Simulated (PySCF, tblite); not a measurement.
# CH11BSSi4: geometry, infrared bands and NMR shifts

Aim: predict the infrared bands and NMR shifts of CH11BSSi4 (`B[SiH2][Si@]1([SiH3])[SiH2]CS1`).

Computed with tblite 0.8.0 and PySCF 2.14.0, with density-fitted response routines of our own, on a single molecule in the gas phase. Atoms are numbered from 0 throughout.

### 1 Starting geometry

18 atoms, charge 0, multiplicity 1; geometry from: force field or distance geometry start.

Bonds of the start (Å): B0–Si1 1.97, Si1–Si2 2.20, Si2–Si3 2.21, Si2–Si4 2.19, Si4–C5 1.85, C5–S6 1.80, S6–Si2 2.14, B0–H7 1.20, B0–H8 1.18, Si1–H9 1.49, Si1–H10 1.45, Si3–H11 1.45, Si3–H12 1.48, Si3–H13 1.49, Si4–H14 1.46, Si4–H15 1.46, C5–H16 1.11, C5–H17 1.10.

### 2 Geometry optimisation with GFN2-xTB

The job: settings as JSON, then the geometry in Å.

```
{"job": {"kind": "relax", "xc": "GFN2-xTB", "basis": "xTB"}, "charge": 0, "multiplicity": 1}
B      2.161200    -2.264000     0.249600
Si     0.313200    -2.222200    -0.422600
Si    -0.432100    -0.178200    -0.128300
Si    -2.626800     0.110900    -0.092500
Si     0.807500     1.493200    -0.807100
C      0.485200     2.337500     0.807600
S      0.461900     0.717300     1.592400
H      2.269000    -2.182500     1.438600
H      2.967300    -1.717900    -0.408500
H     -0.450600    -3.102900     0.510100
H      0.224000    -2.727600    -1.781900
H     -3.056600     1.461200    -0.406300
H     -3.368200    -0.859500    -0.922800
H     -3.070700    -0.172400     1.297700
H      2.216200     1.192300    -1.051800
H      0.294700     2.324200    -1.898500
H     -0.513400     2.814900     0.856700
H      1.309400     2.982100     1.155700
```

Started as:

```bash
$ OMP_NUM_THREADS=1 python probes_run.py task.json out
```

The driver reads the jobs from task.json and runs them one after another.

**Question.** This job is followed by: GFN2-xTB harmonic vibrations, gas phase; GIAO PBE0/pcSseg-1 NMR shielding, non-relativistic, gas phase. What will the session give for the following? strongest single infrared mode (GFN2-xTB); zero-point energy (GFN2-xTB); 13C shifts against TMS (PBE0/pcSseg-1); 1H shifts against TMS (PBE0/pcSseg-1, means over atoms taken as alike); 11B shifts against BF3·OEt2 (PBE0/pcSseg-1); 29Si shifts against TMS (PBE0/pcSseg-1); 33S shifts against CS2 (PBE0/pcSseg-1); surface potential, 1st and 99th percentile.

The runs gave:

```
                                                              quantity                                                value
                             strongest single infrared mode (GFN2-xTB)                                 751 cm⁻¹, 669 km/mol
                                          zero-point energy (GFN2-xTB)                                        66.0 kcal/mol
                                13C shifts against TMS (PBE0/pcSseg-1)                                             14.9 ppm
1H shifts against TMS (PBE0/pcSseg-1, means over atoms taken as alike)  11.08, 5.21, 5.11, 4.20, 3.83, 3.76, 2.65, 2.48 ppm
                           11B shifts against BF3·OEt2 (PBE0/pcSseg-1)                                            118.0 ppm
                               29Si shifts against TMS (PBE0/pcSseg-1)                      -4.1, -38.4, -101.3, -111.2 ppm
                                33S shifts against CS2 (PBE0/pcSseg-1)                                             -150 ppm
                                 surface potential, 1st and 99th percentile                                   -0.96 V and 1.48 V
```

In words: Relaxing lowered the energy by 1.419 eV in 134 steps; the close pair that moved most is Si1–Si2, from 2.195 to 2.378 Å. All 48 modes are real, so the xTB geometry is a minimum. GFN2-xTB is a fitted tight-binding method: band positions and strengths are rough. Its intensities can rank the bands wrongly. At PBE0/pcSseg-1: The widest tensor belongs to S6: span 503 ppm, with a paramagnetic part of -406 ppm. By nearest atom (PBE0/pcSseg-1), the HOMO sits on S6 68 % and the LUMO on B0 50 %; H7, H8 about 11 % each.
